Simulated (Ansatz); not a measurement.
**Si2H4Se: small, medium and large basis sets**

The task here is to estimate one member of a computed series from the others.

Computed with Ansatz 0.2.0, Gaussian basis. Level: one geometry, several basis sets.

The runs, in order: PBE0-D4/def2-SVP; ωB97M-V/def2-SVP; PBE0-D4/def2-QZVPP; ωB97M-V/def2-QZVPP; the functionals' def2-TZVPP values are taken from earlier runs.

## Structure used throughout

The geometry comes from an earlier relaxation with PBE0-D4 in a triple-zeta def2 set; it is a stationary point, not always the lowest conformer.

SMILES `[SiH2]1[SiH2][Se]1`, 7 atoms, charge 0, spin multiplicity 1.

Atoms are counted from 1 here; the program's logs count them from 0.

Bond lengths: Si1–Si2 2.256 Å, Si1–Se3 2.293 Å, Si1–H4 1.482 Å, Si1–H5 1.482 Å, Si2–Se3 2.293 Å, Si2–H6 1.482 Å, Si2–H7 1.482 Å. Angles: Si2–Si1–Se3 60.5°, Si2–Si1–H4 121.7°, Si2–Si1–H5 121.7°, Se3–Si1–H4 115.3°, Se3–Si1–H5 115.3°, H4–Si1–H5 111.9°, Si1–Si2–Se3 60.5°, Si1–Si2–H6 121.7°, Si1–Si2–H7 121.7°, Se3–Si2–H6 115.3°, Se3–Si2–H7 115.3°, H6–Si2–H7 111.9°, Si1–Se3–Si2 58.9°.

Geometry (Å):

```mol
H4SeSi2
  3D, bonds by distance, orders not assigned

  7  7  0  0  0  0  0  0  0  0999 V2000
   -0.9744   -0.2227   -0.5309 Si  0  0
    0.9713   -0.0268    0.5937 Si  0  0
    0.1673    1.7652   -0.5899 Se  0  0
   -1.0573   -0.9427   -1.8232 H   0  0
   -2.2828   -0.1800    0.1631 H   0  0
    1.0064    0.1509    2.0642 H   0  0
    2.2308   -0.6119    0.0773 H   0  0
  1  2  8  0
  2  3  8  0
  1  4  8  0
  1  5  8  0
  2  6  8  0
  2  7  8  0
  1  3  8  0
M  END
```

Set-up of the first run:

The input, in.yaml:

```yaml
crystal:
  periodic: [false, false, false]
  atoms:
    - {symbol: Si, position_ang: [-0.974446, -0.222708, -0.530860]}
    - {symbol: Si, position_ang: [0.971300, -0.026824, 0.593683]}
    - {symbol: Se, position_ang: [0.167332, 1.765165, -0.589902]}
    - {symbol: H, position_ang: [-1.057303, -0.942750, -1.823154]}
    - {symbol: H, position_ang: [-2.282835, -0.180019, 0.163125]}
    - {symbol: H, position_ang: [1.006439, 0.150940, 2.064224]}
    - {symbol: H, position_ang: [2.230812, -0.611905, 0.077284]}
basis:
  gaussian: {orbitals: def2-SVP}
hamiltonian: {xc: pbe0, dispersion: d4}
output: {orbitals: {seedname: orbitals}}
```

Command:

```
> ansatz run in.yaml --threads 2 --pin off --events-out ev --progress --plain --max-ram 4352MiB
```

Steps of the session up to this table: PBE0-D4 in def2-SVP; ωB97M-V in def2-SVP; PBE0-D4 in def2-QZVPP; ωB97M-V in def2-QZVPP.

One of the session's tables, all rows but one given; the rest of the session is left out.

It belongs to the step «Density functionals: the series». 

```
functional       basis  HOMO (eV)
   PBE0-D4    def2-SVP      -7.00
   PBE0-D4  def2-TZVPP      -7.07
   PBE0-D4  def2-QZVPP      -7.09
   ωB97M-V    def2-SVP      -9.04
   ωB97M-V  def2-TZVPP      -9.15
   ωB97M-V  def2-QZVPP          ?
```

Q: Estimate the row for ωB97M-V, def2-QZVPP from the others.

The run gave: HOMO (eV): -9.16. In the column «HOMO (eV)» it is the lowest.
